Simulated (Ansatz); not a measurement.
CsLiCr2Te2S3:

```xyz
9
Lattice="3.3193 1.9164 6.8798 -3.3193 1.9164 6.8798 0.0000 -3.8328 6.8798" Properties=species:S:1:pos:R:3 pbc="T T T"
Cs    0.0000    0.0000    0.0000
Li    0.0000    0.0000   10.3197
Cr    0.0000    0.0000   16.4802
Cr    0.0000    0.0000    4.1593
Te    0.0000    0.0000   14.0328
Te    0.0000    0.0000    6.6067
S    -2.4147    0.0000   10.3197
S     1.2074   -2.0912   10.3197
S     1.2074    2.0912   10.3197
```

The cell was built by a generator and needn't be a form met in nature.

Base run:

* Program: Ansatz 0.2.0
* Functional: PBEsol
* Potentials or basis: all-electron LAPW, scalar-relativistic
* Cutoff: 305 eV
* Density cutoff: 1221 eV
* Basis error allowed: 0.002 eV/atom
* k mesh: 4 × 4 × 4
* Occupations: fermi-dirac, width 0.05 eV
* Spin: collinear spin, ferromagnetic start
* Starting moments: [0.0, 0.0, 3.0, 3.0, 0.0, 0.0, 0.0, 0.0, 0.0] μB

Its results: band gap on the k mesh none (metal or under the smearing width); pressure -2.1 GPa; net moment 4.00 μB per cell; site moments Cs -0.01; Li +0.01; Cr +2.22; Te -0.20; S -0.06 μB; largest force 0.238 eV/Å.

Q: The run is repeated on the same cell with these changes: functional from PBEsol to PBE. What comes out?

A: Band gap on the k mesh none (metal or under the smearing width); pressure 0.0 GPa; net moment 4.00 μB per cell; site moments Cs -0.01; Li +0.01; Cr +2.24; Te -0.21; S -0.06 μB; largest force 0.020 eV/Å.

PBE binds less tightly than PBEsol, so the same cell stands under more pressure.

Caveats: the k mesh is thin for a metal, which can move the energy by tens of meV per atom; only a ferromagnetic start was run, and an antiferromagnetic order may lie lower in energy.

Not every run made on this cell is shown here.
